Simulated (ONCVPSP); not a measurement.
# Ni: the cost of one run

The numbers are computed with ONCVPSP 4.0.1.1 (patched build) (PBE, scalar-relativistic, spin-unpolarised reference atom).

### Step 1. Settings

Typed settings, in words:

```
element                 : nickel (Ni, Z = 28)
type                    : optimised norm-conserving Vanderbilt (ONCV)
frozen core             : [Ne]
valence charge          : 18
reference configuration : 3s2 3p6 3d8 4s2
partial waves           : 3s+4s: rc 1.15 bohr, ncon 4, nbas 8, qcut 9.7 1/bohr, 2 projectors; 3p: rc 1.20 bohr, ncon 5, nbas 8, qcut 13.5 1/bohr, 1 projector; 3d: rc 1.25 bohr, ncon 5, nbas 10, qcut 12.6 1/bohr, 2 projectors, debl 2.4 Ha
local potential         : polynomial inside 0.90 bohr (lpopt 5, dvloc0 0 Ha)
core correction         : Teter function fitted to the true core (icmod 2), fcfact 0.45
```

The nodes and maxima of the atom's own shells, from an earlier all-electron run, set the scale for the radii.

All-electron outer shells of the reference configuration (PBE, scalar-relativistic, ld1.x):

```json
{"shell": "2p", "level (eV)": "-844.68", "outermost node (bohr)": "–", "outermost maximum (bohr)": "0.16"}
{"shell": "3s", "level (eV)": "-111.06", "outermost node (bohr)": "0.30", "outermost maximum (bohr)": "0.64"}
{"shell": "3p", "level (eV)": "-71.39", "outermost node (bohr)": "0.27", "outermost maximum (bohr)": "0.65"}
{"shell": "3d", "level (eV)": "-8.87", "outermost node (bohr)": "–", "outermost maximum (bohr)": "0.63"}
{"shell": "4s", "level (eV)": "-5.64", "outermost node (bohr)": "0.92", "outermost maximum (bohr)": "2.24"}
{"shell": "4p", "level (eV)": "-1.22", "outermost node (bohr)": "1.00", "outermost maximum (bohr)": "3.17"}
```

### Step 2. The generation run

Contents of Ni.dat:

```
# ATOM AND REFERENCE CONFIGURATION
# atsym  z   nc   nv     iexc    psfile
  Ni 28.00    3    4        4      upf
#
#   n    l    f
    1    0    2.00
    2    0    2.00
    2    1    6.00
    3    0    2.00
    3    1    6.00
    3    2    8.00
    4    0    2.00
#
# PSEUDOPOTENTIAL AND OPTIMIZATION
# lmax
    2
#
#   l,   rc,      ep,       ncon, nbas, qcut
    0    1.15    0.00    4    8    9.70
    1    1.20    0.00    5    8   13.50
    2    1.25    0.00    5   10   12.60
#
# LOCAL POTENTIAL
# lloc, lpopt,  rc(5),   dvloc0
    4    5    0.90    0.00
#
# VANDERBILT-KLEINMAN-BYLANDER PROJECTORs
# l, nproj, debl
    0    2    1.60
    1    1    2.30
    2    2    2.40
#
# MODEL CORE CHARGE
# icmod, fcfact, rcfact
    2    0.45    0.90
#
# LOG DERIVATIVE ANALYSIS
# epsh1, epsh2, depsh
   -6.00    5.00    0.04
#
# OUTPUT GRID
# rlmax, drl
    6.00    0.01
#
# TEST CONFIGURATIONS
# ncnf
    4
# nvcnf
#   n    l    f
    4
    3    0    2.00
    3    1    6.00
    3    2    8.00
    4    0    1.00
#
    4
    3    0    2.00
    3    1    6.00
    3    2    8.00
    4    0    0.00
#
    4
    3    0    2.00
    3    1    6.00
    3    2    7.00
    4    0    0.00
#
    4
    3    0    2.00
    3    1    6.00
    3    2    6.00
    4    0    0.00
#
```

Command:

```console
oncvpsp.x < Ni.dat > Ni.out
```

**Question.** How long does this run take on 1 thread of Neoverse-V1, shared host?

About 4.2 s.
